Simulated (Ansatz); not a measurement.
Crystal: CsLiCr2Te2S3.

```xyz
9
Lattice="3.4216 -5.1807 0.0078 3.4216 5.1807 0.0078 -2.9041 0.0000 7.4309" Properties=species:S:1:pos:R:3 pbc="T T T"
Cs    0.6167    0.0000    0.0649
Li    2.4219    0.0000    4.1212
Cr    0.1728    2.1297    4.1498
Cr    0.1728   -2.1297    4.1498
Te    4.0786    1.5993    2.1688
Te    4.0786   -1.5993    2.1688
S     2.0049   -2.1476    5.4598
S     2.0049    2.1476    5.4598
S     0.0600    0.0000    3.5978
```

The cell was built by a generator and needn't be a form met in nature.

| Item | Value |
| --- | --- |
| Program | Ansatz 0.2.0 |
| Task | relaxation of cell and atoms |
| Functional | r2SCAN |
| Potentials or basis | Ansatz PAW |
| Cutoff | 500 eV (not typed: the program's choice for these potentials) |
| k mesh | 4 × 4 × 3 |
| Occupations | fermi-dirac, width 0.05 eV |
| Spin | collinear spin, ferromagnetic start |
| Starting moments | [0.0, 0.0, 3.0, 3.0, 0.0, 0.0, 0.0, 0.0, 0.0] μB |

At the start: volume 29.30 Å³/atom.

Problem. Where does the relaxation end?

Solution. It ends after 7 steps and the volume is 28.89 Å³/atom (-1.4 %); space group Cm (No. 8, to 0.05 Å); moment 4.06 μB per cell.

The path:
```
step  energy change (eV)  largest force (eV/Å)  volume (Å³)
   1              0.0000                0.1556       263.68
   2             -0.0113                0.0956       264.07
   3             -0.0172                0.0481       262.48
   4             -0.0197                0.0282       260.56
   5             -0.0206                0.0236       260.64
   6             -0.0211                0.0085       260.05
   7             -0.0207                0.0085       260.05
```

Final structure:
```cif
data_structure
_symmetry_space_group_name_H-M 'P 1'
_symmetry_Int_Tables_number 1
_cell_length_a 6.2492
_cell_length_b 6.2492
_cell_length_c 7.7853
_cell_angle_alpha 101.857
_cell_angle_beta 101.857
_cell_angle_gamma 112.879
_cell_volume 260.05
loop_
_atom_site_label
_atom_site_type_symbol
_atom_site_fract_x
_atom_site_fract_y
_atom_site_fract_z
_atom_site_occupancy
Cs1 Cs 0.09302 0.09302 0.00242 1
Li1 Li 0.58763 0.58763 0.55756 1
Cr1 Cr 0.06222 0.47346 0.56066 1
Cr2 Cr 0.47346 0.06222 0.56066 1
Te1 Te 0.55415 0.85899 0.28178 1
Te2 Te 0.85899 0.55415 0.28178 1
S1 S 0.81759 0.40496 0.73945 1
S2 S 0.40496 0.81759 0.73945 1
S3 S 0.21544 0.21544 0.48527 1
```

Caveat: the magnetic or orbital state may not be the lowest; the plane-wave basis is chosen anew once the cell has moved, so the energies of steps on either side of that aren't comparable; only a ferromagnetic start was run, and an antiferromagnetic order may lie lower in energy; the PAW data sets come from PBE, with cores solved anew for the run's functional, which leaves a small shift of forces and pressure.
